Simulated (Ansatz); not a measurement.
Predict the output of the script below (the Ansatz DFT code, driven from Python).

Script `b2brh3_relaxed_scan.py`:
```python
"""Relaxed scan of one distance in B2BrH3."""

import ansatz as az
import numpy as np

BASIS = "def2-SVP"
XC = "hf"

GEOMETRY = """
B    -0.22590   -0.04510   -0.85550
B     0.30190   -0.20470    0.67000
Br   -0.07000    1.19460    2.04800
H    -0.81740    0.97850   -1.14890
H    -0.06880   -0.83250   -1.70500
H     0.92230   -1.15480    0.94520
"""


def main() -> None:
    geometry = az.Crystal.molecule()
    for line in GEOMETRY.strip().splitlines():
        symbol, *xyz = line.split()
        geometry = geometry.atom(symbol, [float(v) for v in xyz])

    job = geometry.calculation().basis(gaussian=BASIS).functional(XC)
    symbols = [site.symbol for site in geometry.cartesian_sites]
    pairs = [(0, 1), (0, 3), (0, 4), (1, 2), (1, 5)]
    print("held (A)   E (eV)        ", "  ".join(f"{symbols[i]}{i}-{symbols[j]}{j}" for i, j in pairs))
    for length in [1.07, 1.17, 1.26, 1.4, 1.58]:
        rep = job.relax(constraints=[az.DistanceConstraint((1, 5), at=length)], force_tolerance=0.02, max_steps=60).run(threads=1).report
        xyz = np.array(rep["positions_ang"])
        print(f"{length:6.2f} {rep['free_energy_ev']:14.5f}  ", "  ".join(f"{np.linalg.norm(xyz[i] - xyz[j]):.3f}" for i, j in pairs))


if __name__ == "__main__":
    main()
```

```console
$ python b2brh3_relaxed_scan.py
held (A)   E (eV)         B0-B1  B0-H3  B0-H4  B1-Br2  B1-H5
DeckWarning: relax.constraints: the input's atoms, or those drawn, lie off the distances that are held; a relaxation that starts there is brought onto them ahead of its first SCF, by positions alone, an atom by 4.88e-2 Å at the most. With the symmetry detection on, the symmetry is detected on the input's atoms as so brought (as typed, where only the drawn atoms reach the distances), and notices that speak of the structure as typed mean those atoms
  1.07   -71379.81618   1.691  1.201  1.201  1.941  1.070
  1.17   -71380.05574   1.690  1.201  1.201  1.936  1.170
  1.26   -71380.01480   1.690  1.201  1.201  1.932  1.260
  1.40   -71379.67143   1.689  1.200  1.200  1.923  1.400
  1.58   -71378.99468   1.685  1.199  1.199  1.909  1.580
```
(Warnings from the package without file and line, repeats left out.)

Notes:
- Total energies depend on the basis set; only differences at equal settings carry meaning.
- The energies are electronic: no zero-point or thermal terms, and the basis set is short of its limit.
- Wall time of the script: 87 s on 1 thread of Arm Neoverse V1, with other jobs on the host, peak memory 0.23 GiB.
